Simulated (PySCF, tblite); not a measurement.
**C₅H₁₅NSi₃: geometry, infrared bands and NMR shifts**

Wanted: the infrared bands and NMR shifts of C₅H₁₅NSi₃ (`C/C=C\[Si@@H]1CC[SiH2][SiH2]N1`), by calculation.

The runs use tblite 0.8.0 and PySCF 2.14.0, with density-fitted response routines of our own; the level of theory stands in each step. All values are computed, except where a source is named. Atoms are numbered from 0 throughout.

### Step 1. The starting structure

24 atoms, charge 0, multiplicity 1; geometry from: force field or distance geometry start.

Bonds of the start (Å): C0–C1 1.49, C1–C2 1.35, C2–Si3 1.82, Si3–C4 1.86, C4–C5 1.51, C5–Si6 1.87, Si6–Si7 2.21, Si7–N8 1.80, N8–Si3 1.80, C0–H9 1.11, C0–H10 1.13, C0–H11 1.10, C1–H12 1.10, C2–H13 1.10, Si3–H14 1.49, C4–H15 1.12, C4–H16 1.10, C5–H17 1.11, C5–H18 1.10, Si6–H19 1.48, Si6–H20 1.47, Si7–H21 1.47, Si7–H22 1.47, N8–H23 1.06.

### Step 2. Geometry optimisation with GFN2-xTB

The job: settings as JSON, then the geometry in Å.

```
{"job": {"kind": "relax", "xc": "GFN2-xTB", "basis": "xTB"}, "charge": 0, "multiplicity": 1}
C     -3.296600    -0.499600    -0.289100
C     -3.038200     0.946000    -0.028900
C     -1.789700     1.392100     0.241000
Si    -0.319400     0.326800     0.279300
C      1.174700     1.348600    -0.133200
C      2.293500     0.892000     0.764400
Si     2.830300    -0.786600     0.130100
Si     1.194400    -1.915000    -0.842100
N     -0.351700    -1.006700    -0.925200
H     -3.334200    -0.631000    -1.391100
H     -4.312600    -0.760200     0.122200
H     -2.543600    -1.145000     0.186500
H     -3.840000     1.702400    -0.008200
H     -1.678400     2.466700     0.422600
H     -0.166900    -0.341500     1.601900
H      1.483600     1.086900    -1.173500
H      0.979500     2.426300    -0.095700
H      1.997100     0.827800     1.835000
H      3.142400     1.594700     0.691500
H      3.428300    -1.551900     1.251000
H      3.870500    -0.503000    -0.865100
H      1.634900    -2.219500    -2.210000
H      0.964400    -3.120100    -0.028300
H     -0.334000    -0.510400    -1.860700
```

Command:

```bash
> OMP_NUM_THREADS=1 python probes_run.py task.json out
```

One launch serves the whole session: the jobs run in the order shown.

**Question.** This job is followed by: GFN2-xTB harmonic vibrations, gas phase; GIAO PBE0/pcSseg-1 NMR shielding, non-relativistic, gas phase. What will the session give for the following? strongest single infrared mode (GFN2-xTB); zero-point energy (GFN2-xTB); 13C shifts against TMS (PBE0/pcSseg-1); 1H shifts against TMS (PBE0/pcSseg-1, means over atoms taken as alike); 29Si shifts against TMS (PBE0/pcSseg-1); 15N shifts against NH3 (PBE0/pcSseg-1).

As calculated:

```
                                                              quantity                                                                              value
                             strongest single infrared mode (GFN2-xTB)                                                               745 cm⁻¹, 619 km/mol
                                          zero-point energy (GFN2-xTB)                                                                     114.0 kcal/mol
                                13C shifts against TMS (PBE0/pcSseg-1)                                                  154.0, 133.7, 24.1, 13.4, 5.9 ppm
1H shifts against TMS (PBE0/pcSseg-1, means over atoms taken as alike)  6.76, 5.79, 5.36, 5.32, 5.12, 3.97, 3.80, 1.97, 1.73, 1.28, 1.04, 0.89, -0.53 ppm
                               29Si shifts against TMS (PBE0/pcSseg-1)                                                            -27.5, -56.1, -87.6 ppm
                                15N shifts against NH3 (PBE0/pcSseg-1)                                                                            9.6 ppm
```

**Reading.** Over 166 steps the energy fell by 1.112 eV; of the close pairs, Si6–Si7 changed most, 2.212 to 2.301 Å. All 66 modes are real, so the xTB geometry is a minimum. The strongest single mode, at 745 cm⁻¹, is spread over many atoms; the largest shares are those of Si3, C5. Unscaled tight-binding wavenumbers are off by several per cent, some by more. Its intensities can rank the bands wrongly. At PBE0/pcSseg-1: The largest span, 252 ppm, is at C1, where the paramagnetic term is -222 ppm.
